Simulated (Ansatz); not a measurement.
## CH5ClSi2, SMILES Cl[SiH]1C[SiH2]1: harmonic frequencies at the relaxed geometry, step by step

With Ansatz 0.2.0 through its Python package.

Run as a notebook:

```python
import itertools

import ansatz as az
from ase import Atoms
from ase.data import atomic_numbers, covalent_radii
from ase.thermochemistry import IdealGasThermo
import numpy as np

ch5clsi2 = (
    az.Crystal.molecule()
    .atom("Cl", (-0.8458, -0.2309, -2.6029))
    .atom("Si", (-0.6463, 0.6823, -0.8007))
    .atom("C", (0.8235, 0.0179, -0.0121))
    .atom("Si", (-0.4386, -0.6259, 1.0097))
    .atom("H", (-0.6079, 2.1632, -0.8145))
    .atom("H", (1.4969, 0.7601, 0.482))
    .atom("H", (1.4463, -0.7115, -0.5628))
    .atom("H", (-0.6045, -2.0935, 0.8745))
    .atom("H", (-0.5351, -0.008, 2.4097))
)
```

```python
calc = (
    ch5clsi2.calculation()
    .basis(gaussian="6-31G*")
    .functional("pbe0", dispersion="d4")
)
symbols = [site.symbol for site in ch5clsi2.cartesian_sites]
start = np.array([site.position_ang for site in ch5clsi2.cartesian_sites], dtype=float)
def progress(event):
    if event["event"] == "relax_step":
        row = event["data"]
        print(f"step {row['step']:3d}  E = {row['lagrangian_ev']:.6f} eV  largest force component {row['allowed_force_max_ev_ang']:.4f} eV/A")
```

```python
rep = calc.relax(force_tolerance=0.003).session().plan().execute(on_event=progress).report
end = np.array(rep["positions_ang"])
```

    step   1  E = -29382.734690 eV  largest force component 5.1882 eV/A
    step   2  E = -29383.169097 eV  largest force component 2.4515 eV/A
    step   3  E = -29383.290808 eV  largest force component 0.3556 eV/A
    step   4  E = -29383.298496 eV  largest force component 0.0601 eV/A
    step   5  E = -29383.299415 eV  largest force component 0.0283 eV/A
    step   6  E = -29383.299749 eV  largest force component 0.0386 eV/A
    step   7  E = -29383.300046 eV  largest force component 0.0263 eV/A
    step   8  E = -29383.300141 eV  largest force component 0.0096 eV/A
    step   9  E = -29383.300161 eV  largest force component 0.0037 eV/A
    step  10  E = -29383.300164 eV  largest force component 0.0019 eV/A

```python
radius = [covalent_radii[atomic_numbers[s]] for s in symbols]
span = lambda where, i, j: np.linalg.norm(where[i] - where[j])
bonded = [(i, j) for i, j in itertools.combinations(range(len(symbols)), 2) if min(span(start, i, j), span(end, i, j)) < 1.2 * (radius[i] + radius[j])]
print("pair        before    after (A)")
for i, j in bonded:
    print(f"{symbols[i]}{i}-{symbols[j]}{j}".ljust(10), f"{span(start, i, j):8.4f} {span(end, i, j):8.4f}")

minimum = az.Crystal.molecule()
for symbol, place in zip(symbols, end):
    minimum = minimum.atom(symbol, place.tolist())
vibrating = (
    minimum.calculation()
    .basis(gaussian="6-31G*")
    .functional("pbe0", dispersion="d4")
    .phonons(temperatures=(200, 600, 100))
)
vib = vibrating.run().report["vibrations"]
sums = vib["harmonic_sums"]
modes = [m["omega_inv_cm"] for m in sums["modes_at_gamma"] if m["rigid_motion"] == "no"]
print("frequencies (1/cm):", " ".join(f"{w:.0f}" for w in modes))
print("imaginary modes:", sum(w < 0 for w in modes), " zero-point energy:", round(sums["zero_point_energy_ev"], 4), "eV")
gas = IdealGasThermo(vib_energies=[w / 8065.544 for w in modes if w > 0], geometry="linear" if len(modes) == 3 * len(symbols) - 5 else "nonlinear",
                     atoms=Atoms(symbols, positions=end), symmetrynumber=1, spin=0.0)
print(f"H(298 K) - E = {gas.get_enthalpy(298.15, verbose=False):.4f} eV")
print(f"S(298 K, 1 bar) = {96485.33 * gas.get_entropy(298.15, 1e5, verbose=False):.1f} J/(mol K) with symmetry number 1")
```

    pair        before    after (A)
    Cl0-Si1      2.0302   2.0653
    Si1-C2       1.7954   1.8872
    Si1-Si3      2.2432   2.2497
    Si1-H4       1.4815   1.4825
    C2-Si3       1.7468   1.9236
    C2-H5        1.1173   1.0920
    C2-H6        1.1060   1.0922
    Si3-H7       1.4831   1.4839
    Si3-H8       1.5333   1.4855
    frequencies (1/cm): 112 177 363 422 452 501 560 608 653 723 766 811 906 921 927 1396 2267 2286 2296 3134 3213
    imaginary modes: 0  zero-point energy: 1.4565 eV
    H(298 K) - E = 1.6499 eV
    S(298 K, 1 bar) = 328.3 J/(mol K) with symmetry number 1

What to keep in mind:
- Total energies depend on the basis set; only differences at equal settings carry meaning.
- The frequencies are harmonic and unscaled, in a modest basis.
- The entropy takes a symmetry number of 1; a symmetric molecule's is lower by R ln(sigma).
- The whole script took 3.4 min on 1 thread of Arm Neoverse V1, with other jobs on the host, peak memory 0.3 GiB.
